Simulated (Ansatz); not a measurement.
**AlGaH₃NO: small, medium and large basis sets**

An exercise on one series of results from a longer session: the logs are not shown, and one member is left open.

Method: one geometry, several basis sets; program: Ansatz 0.2.0, Gaussian basis.

Levels to be run: PBE0-D4/def2-SVP; ωB97M-V/def2-SVP; PBE0-D4/def2-QZVPP; ωB97M-V/def2-QZVPP; the functionals' def2-TZVPP values are taken from earlier runs.

## The relaxed structure

An earlier PBE0-D4 in a triple-zeta def2 set relaxation fixed the geometry.

SMILES `[NH2][Al]1[O][GaH]1`, 7 atoms, charge 0, spin multiplicity 1.

Atoms are counted from 1 here; the program's logs count them from 0.

Bond lengths: N1–Al2 1.758 Å, N1–H5 1.008 Å, N1–H6 1.007 Å, Al2–O3 1.706 Å, Al2–Ga4 2.336 Å, O3–Ga4 1.875 Å, Ga4–H7 1.568 Å. Angles: Al2–N1–H5 124.8°, Al2–N1–H6 124.6°, H5–N1–H6 110.6°, N1–Al2–O3 137.0°, N1–Al2–Ga4 170.5°, O3–Al2–Ga4 52.5°, Al2–O3–Ga4 81.3°, Al2–Ga4–O3 46.2°, Al2–Ga4–H7 168.4°, O3–Ga4–H7 122.2°.

The first run:

in.yaml

```yaml
crystal:
  periodic: [false, false, false]
  atoms:
    - {symbol: N, position_ang: [-1.331701, 1.325061, 0.297377]}
    - {symbol: Al, position_ang: [-0.125438, 0.089446, -0.029811]}
    - {symbol: O, position_ang: [1.218680, -0.586641, 0.774457]}
    - {symbol: Ga, position_ang: [1.294824, -1.596406, -0.804002]}
    - {symbol: H, position_ang: [-1.379766, 1.872736, 1.142281]}
    - {symbol: H, position_ang: [-2.070978, 1.583202, -0.335421]}
    - {symbol: H, position_ang: [2.394379, -2.687398, -1.044871]}
basis:
  gaussian: {orbitals: def2-SVP}
hamiltonian: {xc: pbe0, dispersion: d4}
output: {orbitals: {seedname: orbitals}}
```

Launch:

```
> ansatz run in.yaml --threads 2 --pin off --events-out ev --progress --plain --max-ram 22528MiB --backend cpu
```

Among the steps run: PBE0-D4 in def2-SVP; ωB97M-V in def2-SVP; PBE0-D4 in def2-QZVPP; ωB97M-V in def2-QZVPP.

One table of the session follows, with a row left open; its other results are not shown here.

It belongs to the step «Functionals by basis». 

| functional | basis | HOMO (eV) | LUMO (eV) |
| --- | --- | --- | --- |
| PBE0-D4 | def2-SVP | ? | ? |
| PBE0-D4 | def2-TZVPP | -5.94 | -1.49 |
| PBE0-D4 | def2-QZVPP | -5.98 | -1.56 |
| ωB97M-V | def2-SVP | -7.82 | 0.51 |
| ωB97M-V | def2-TZVPP | -7.92 | 0.29 |
| ωB97M-V | def2-QZVPP | -7.96 | 0.08 |

Q: Estimate the row for PBE0-D4, def2-SVP from the others.

As computed: HOMO (eV): -5.87; LUMO (eV): -1.32. In the column «HOMO (eV)» it is the highest.
